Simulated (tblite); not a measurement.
# C4H13NSSi: the cost of one run

Programs: tblite 0.8.0 and PySCF 2.14.0, with density-fitted response routines of our own. Each step states its level of theory. These are calculated values for one molecule in the gas phase, unless marked as measured. Atoms count from 0, in the outputs and in this text.

### 1 Starting geometry

20 atoms, charge 0, multiplicity 1; geometry from: force field or distance geometry start.

Bonds of the start (Å): C0–C1 1.53, C1–C2 1.51, C2–N3 1.45, N3–C4 1.45, N3–Si5 1.79, Si5–S6 2.15, C0–H7 1.12, C0–H8 1.10, C0–H9 1.10, C1–H10 1.12, C1–H11 1.10, C2–H12 1.13, C2–H13 1.11, C4–H14 1.10, C4–H15 1.12, C4–H16 1.09, Si5–H17 1.47, Si5–H18 1.47, S6–H19 1.42.

### 2 Optimising the geometry with GFN2-xTB

What the job is given:

```
{"job": {"kind": "relax", "xc": "GFN2-xTB", "basis": "xTB"}, "charge": 0, "multiplicity": 1}
C      2.751500     0.862600     0.303400
C      1.740200    -0.167000    -0.218300
C      0.330500     0.335600    -0.037000
N     -0.661500    -0.608400    -0.524300
C     -0.746400    -1.810900     0.283700
Si    -2.312700     0.081700    -0.563900
S     -2.295000     2.191100    -0.163600
H      2.901900     0.665100     1.394800
H      3.732300     0.731000    -0.185600
H      2.334100     1.865500     0.139400
H      1.850600    -1.094800     0.399900
H      2.004200    -0.311600    -1.278500
H      0.292900     1.275100    -0.662200
H      0.138200     0.685600     0.995600
H     -1.328400    -1.585700     1.194600
H     -1.374900    -2.524100    -0.313700
H      0.208600    -2.287500     0.520100
H     -2.886200    -0.257000    -1.877100
H     -3.061000    -0.539100     0.544000
H     -3.623800     2.503400     0.219500
```

The run is started by

```sh
> OMP_NUM_THREADS=1 python probes_run.py task.json out
```

This one command runs all jobs of the session in turn.

**Question.** How long does this first job take on 1 thread of Intel Xeon at 2.50GHz, shared host, and how much memory does it need?

About 2.8 s, with a peak of 0.18 GiB.
